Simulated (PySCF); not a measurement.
# CHBrF2 (Methane, bromodifluoro-): the cost of one run

Programs: PySCF 2.14.0, with density-fitted response routines of our own. Each step states its level of theory. These are calculated values for one molecule, in the gas phase or a continuum, unless marked as measured. Atoms count from 0, in the outputs and in this text.

### Step 1. Starting geometry

5 atoms, charge 0, multiplicity 1; geometry from: GFN2-xTB. The atoms were then displaced at random by about 0.01 Å, so the start is not that level's minimum.

Bonds of the start (Å): F0–C1 1.30, C1–F2 1.34, C1–Br3 1.99, C1–H4 1.09.

### Step 2. Relaxing the molecule at PBE0-D3(BJ)/def2-TZVP

The job: settings as JSON, then the geometry in Å.

```
{"job": {"xc": "PBE0", "basis": "def2-TZVP", "d3": "d3bj", "grid": 2, "shake": 0.01, "kind": "geom"}, "charge": 0, "multiplicity": 1}
F     -0.530350     1.089800    -0.548190
C     -0.140970     0.003330     0.051850
F     -0.691820    -1.037640    -0.580060
Br     1.842350    -0.098640    -0.059930
H     -0.445630     0.009180     1.098440
```

Run with:

```console
$ OMP_NUM_THREADS=1 python probes_run.py task.json out
```

One launch serves the whole session: the jobs run in the order shown.

**Question.** How long does this first job take on 1 thread of Arm Neoverse N1, shared host, and how much memory does it need?

About 52 s, with a peak of 0.57 GiB.
